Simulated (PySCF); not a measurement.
**[C2H6ClSi2]− (SMILES Cl[SiH-][SiH]1CC1): levels of theory compared**

Aim: a comparison of 4 runs (HF/def2-SVP, B3LYP/6-31G*, PBE0/pcseg-1, M06-2X/6-311+G**) of [C2H6ClSi2]−. Input form: a Python script.

The results are computed with PySCF 2.14.0.

## 1. The structure to begin with

[C2H6ClSi2]− has 11 atoms, charge -1, and is taken as a singlet. As SMILES, `Cl[SiH-][SiH]1CC1`. The coordinates come from a GFN2-xTB relaxation. This is one conformer, not always the lowest.

Bond lengths: Cl1–Si2 2.252 Å, Si2–Si3 2.237 Å, Si3–C4 1.898 Å, Si3–C5 1.897 Å, C4–C5 1.508 Å, Si2–H6 1.510 Å, Si3–H7 1.499 Å, C4–H8 1.084 Å, C4–H9 1.084 Å, C5–H10 1.083 Å, C5–H11 1.085 Å. Some angles: Cl1–Si2–Si3 102.4°, Si2–Si3–C4 111.4°, Si2–Si3–C5 108.7°, C4–Si3–C5 46.8°, Si3–C4–C5 66.5°, Si3–C5–C4 66.6°, Cl1–Si2–H6 91.2°, Si3–Si2–H6 100.9°, Si2–Si3–H7 146.9°, C4–Si3–H7 100.0°.

## 2. Energy and forces at HF/def2-SVP (run 1)

File run.py:

```python
import pyscf.grad
from pyscf import gto

mol = gto.M(
    atom='''
Cl      -0.553220       2.310150       3.008650
Si      -1.111890       1.651090       0.929510
Si       0.548030       0.243140       0.411170
C       -0.121220      -1.450590      -0.124380
C        0.183290      -0.532330      -1.281370
H       -0.587310       2.940110       0.344620
H        2.004820      -0.083820       0.546210
H        0.498290      -2.337550      -0.058900
H       -1.167640      -1.696740       0.013340
H        0.982450      -0.850960      -1.938910
H       -0.675600      -0.192510      -1.849930
''',
    max_memory=1860,
    verbose=4,
    charge=-1,
    basis='def2-svp',
)

hf = mol.RHF()
hf.conv_tol = 1e-10
hf.kernel()
if not hf.converged:
    hf = hf.newton().run(hf.mo_coeff, hf.mo_occ)

etot = hf.e_tot
print('E(%s) = %.9f' % ('HF', etot))
grad = hf.Gradients().kernel()
hf.analyze()
```

Started as:

```console
$ OMP_NUM_THREADS=1 python run.py
```

The program printed:

```text
PySCF version 2.14.0

[... 88 lines left out ...]
DFT Exchange-Correlation Energy =      -81.065309432972754
[... 15 lines left out ...]
MO #14  energy= -4.05183752136954  occ= 2
[... 13 lines left out ...]
MO #28  energy= -0.268842035019345 occ= 2
[... 13 lines left out ...]
MO #42  energy= 0.466398706951517  occ= 0
[... 13 lines left out ...]
MO #56  energy= 0.892143625329621  occ= 0
[... 13 lines left out ...]
MO #70  energy= 1.12801372409402   occ= 0
[... 13 lines left out ...]
MO #84  energy= 1.71957370691426   occ= 0
[... 13 lines left out ...]
MO #98  energy= 2.26891206893495   occ= 0
[... 13 lines left out ...]
MO #112 energy= 3.59179472394252   occ= 0
[... 127 lines left out ...]
WARN: System has nonzero charge -1; the dipole moment is origin-dependent.
Location of origin: [0. 0. 0.]

Dipole moment(X, Y, Z, Debye):  2.78518, -6.03936, -5.95349
```

Wall time 14 s (1 thread of Intel Xeon at 2.70GHz, shared host); peak memory 0.27 GiB.

## 3. Energy and forces at B3LYP/6-31G(d) (spherical functions) (run 2)

File calc.py:

```python
from pyscf import gto, dft

molecule = gto.M(
    atom=[
    ('Cl', (-0.553220, 2.310150, 3.008650)),
    ('Si', (-1.111890, 1.651090, 0.929510)),
    ('Si', (0.548030, 0.243140, 0.411170)),
    ('C', (-0.121220, -1.450590, -0.124380)),
    ('C', (0.183290, -0.532330, -1.281370)),
    ('H', (-0.587310, 2.940110, 0.344620)),
    ('H', (2.004820, -0.083820, 0.546210)),
    ('H', (0.498290, -2.337550, -0.058900)),
    ('H', (-1.167640, -1.696740, 0.013340)),
    ('H', (0.982450, -0.850960, -1.938910)),
    ('H', (-0.675600, -0.192510, -1.849930)),
],
    charge=-1,
    basis='6-31g*',
    verbose=4,
    spin=0,
    max_memory=1860,
)

mf = dft.RKS(molecule, xc='b3lyp')
mf.conv_tol = 1e-10
mf.grids.level = 5
mf.kernel()
if not mf.converged:
    mf = mf.newton().run(mf.mo_coeff, mf.mo_occ)

energy = mf.e_tot
print('E(%s) = %.9f' % ('B3LYP', energy))
grad = mf.nuc_grad_method().kernel()
dip = mf.dip_moment()
pop, q = mf.mulliken_pop()
```

Started as:

```console
$ OMP_NUM_THREADS=1 python calc.py
```

The program printed:

```text
PySCF version 2.14.0

[... 81 lines left out ...]
converged SCF energy = -1119.02994858922
[... 14 lines left out ...]
WARN: System has nonzero charge -1; the dipole moment is origin-dependent.
[... 2 lines left out ...]
Dipole moment(X, Y, Z, Debye):  2.51561, -6.26408, -6.51923
[... 106 lines left out ...]
charge of   10H =      0.12564
```

Run time: 63 s. Hardware: 1 thread of Intel Xeon at 2.70GHz, shared host; peak memory 0.93 GiB.

Run 3 isn't shown in full; the table further down has it.

## 4. Energy and forces at M06-2X/6-311+G(d,p) (run 4)

File calc.py:

```python
# Cl[SiH-][SiH]1CC1
from pyscf import gto, dft

mol = gto.Mole()
mol.atom = '''
Cl    -1.045434     4.365551     5.685525
Si    -2.101168     3.120108     1.756519
Si     1.035627     0.459468     0.776999
C     -0.229073    -2.741218    -0.235044
C      0.346368    -1.005958    -2.421438
H     -1.109855     5.556003     0.651237
H      3.788561    -0.158397     1.032187
H      0.941632    -4.417329    -0.111305
H     -2.206520    -3.206374     0.025209
H      1.856561    -1.608081    -3.664009
H     -1.276699    -0.363791    -3.495861
'''
mol.verbose = 3
mol.unit = 'bohr'
mol.charge = -1
mol.spin = 0
mol.basis = '6-311+g**'
mol.max_memory = 1860
mol.build()

mf = dft.RKS(mol)
mf.xc = 'm06-2x'
mf.grids.level = 5
mf.conv_tol = 1e-10
mf.kernel()
if not mf.converged:
    mf = mf.newton().run(mf.mo_coeff, mf.mo_occ)

e_tot = mf.e_tot
print('Final energy', e_tot)
grad = mf.nuc_grad_method().kernel()
dip = mf.dip_moment()
pop, q = mf.mulliken_pop()
```

Started as:

```console
$ OMP_NUM_THREADS=1 python calc.py
```

The program printed:

```text
converged SCF energy = -1118.99618943778
Final energy -1118.9961894377843
--------------- RKS gradients ---------------
         x                y                z
0 Cl     0.0007709661     0.0021524079    -0.0024940867
1 Si     0.0212438846    -0.0194521731    -0.0100102896
2 Si    -0.0206788593     0.0251276924     0.0133143440
[... 7 lines of this table left out ...]
10 H     0.0017230256    -0.0019571633    -0.0005376416
----------------------------------------------

WARN: System has nonzero charge -1; the dipole moment is origin-dependent.
Location of origin: [0. 0. 0.]

Dipole moment(X, Y, Z, Debye):  2.59804, -6.09594, -6.32359
[... 182 lines left out ...]
charge of   10H =      0.15819
```

Run time: 3.4 min. Hardware: 1 thread of Intel Xeon at 2.70GHz, shared host; peak memory 2.2 GiB.

## 5. The series

```
run                               level  integration grid   energy (Eh)  HOMO energy (eV)  LUMO energy (eV)  HOMO–LUMO gap (eV)  wall time
  1                         HF/def2-SVP                 –  -1116.201555             -2.85              7.34               10.19       14 s
  2  B3LYP/6-31G* (spherical functions)                 5  -1119.029949             -0.56              3.89                4.45       63 s
  3                        PBE0/pcseg-1                 5  -1118.494310             -0.99              3.62                4.62    1.9 min
  4                    M06-2X/6-311+G**                 5  -1118.996189             -2.02              3.28                5.30    3.4 min
```

## 6. Results

| quantity | value |
| --- | --- |
| run 4: total energy | -1118.99619 Eh |
| run 4: HOMO energy | -2.02 eV |
| run 4: LUMO energy | 3.28 eV |
| run 4: HOMO–LUMO gap (to an unbound level, set by the basis) | 5.30 eV |
| run 4: largest force on an atom | 1.808 eV/Å |

What this shows: The HOMO–LUMO gap runs from 4.45 eV (B3LYP/6-31G*) to 10.19 eV (HF/def2-SVP). The two ends differ in method and basis. The empty levels of an anion lie above zero and hang on the basis. Totals of different functionals can't be ranked against each other. All runs together took 6.5 min, the longest 3.4 min.
